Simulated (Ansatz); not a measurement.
# LiTiCl3, space group P4/mmm: an equation of state with a fit

Computed with Ansatz 0.2.0, Python API.

Interactive session:
```pycon
>>> import ansatz
>>> from ase.eos import EquationOfState
>>> from ase.units import GPa
>>> import numpy as np
>>> FUNCTIONAL = "r2scan"
>>> SMEARING_WIDTH = 0.15
>>> CUTOFF = 600
>>> MESH = (5, 5, 5)
>>> VECTORS = np.array([
...     [5.05918, 0.0, 0.0],
...     [0.0, 5.05918, 0.0],
...     [0.0, 0.0, 4.860325],
... ])
>>> SITES = [
...     ("Li", (0.5, 0.5, 0.5)),
...     ("Ti", (0.0, 0.0, 0.5)),
...     ("Cl", (0.0, 0.5, 0.5)),
...     ("Cl", (0.5, 0.0, 0.5)),
...     ("Cl", (0.0, 0.0, 0.0)),
... ]
>>> def make_crystal(cell):
...     crystal = ansatz.Crystal(lattice=ansatz.Lattice.of(cell))
...     for symbol, position in SITES:
...         crystal = crystal.atom(symbol, position)
...     return crystal
...
>>> volumes, energies = [], []
>>> for scale in np.linspace(0.88, 1.12, 7):
...     cell = VECTORS * scale ** (1 / 3)
...     setup = (
...         make_crystal(cell).calculation()
...         .functional(FUNCTIONAL)
...         .pseudopotentials("paw")
...         .occupations(ansatz.OccupationsMethod.FERMI_DIRAC, width=SMEARING_WIDTH)
...         .basis(CUTOFF)
...         .kpoints(*MESH)
...     )
...     data = setup.run().report
...     volumes.append(abs(np.linalg.det(cell)) / len(SITES))
...     energies.append(data["free_energy_ev"] / len(SITES))
...     print(f"V = {volumes[-1]:8.4f} A^3/atom  F = {energies[-1]:.5f} eV/atom")
...
V =  21.8947 A^3/atom  F = -1193.58128 eV/atom
V =  22.8899 A^3/atom  F = -1193.60192 eV/atom
V =  23.8851 A^3/atom  F = -1193.60908 eV/atom
V =  24.8803 A^3/atom  F = -1193.60557 eV/atom
V =  25.8755 A^3/atom  F = -1193.59361 eV/atom
V =  26.8707 A^3/atom  F = -1193.57496 eV/atom
V =  27.8659 A^3/atom  F = -1193.55105 eV/atom
>>> eos = EquationOfState(volumes, energies, eos="birchmurnaghan")
>>> v0, e0, bulk = eos.fit()
>>> print(f"V0 = {v0:.4f} A^3/atom, E0 = {e0:.5f} eV/atom, B = {bulk / GPa:.1f} GPa")
V0 = 24.0187 A^3/atom, E0 = -1193.60917 eV/atom, B = 40.0 GPa
```

A third-order Birch-Murnaghan fit through the 7 points has its minimum at 24.02 Å³ an atom, 3.5 % below the typed cell, with a bulk modulus of 40 GPa and dB/dP = 4.6. From that minimum the energy rises by 27.9 meV an atom on the compressed side and 58.1 meV on the expanded side.

Absolute energies stand on the zero of these potentials, so only differences at equal settings mean something. Spin is left out of this run. Shape and fractional positions are held along the curve, so the bulk modulus is an upper value where they are free to relax, by a factor of two or more in layered or hydrogen-bonded cells. The mesh is modest for a metal, so energies can be off by several to tens of meV an atom and pressures by half a GPa or more; differences at equal mesh fare better. A Fermi-Dirac width this large means warm electrons, whose thermal share enters the free energy. This cell is a computed structure, which may not be the phase found in nature. The whole script took 67 s on 1 thread of Arm Neoverse V2, on a shared host, peak memory 0.8 GiB.
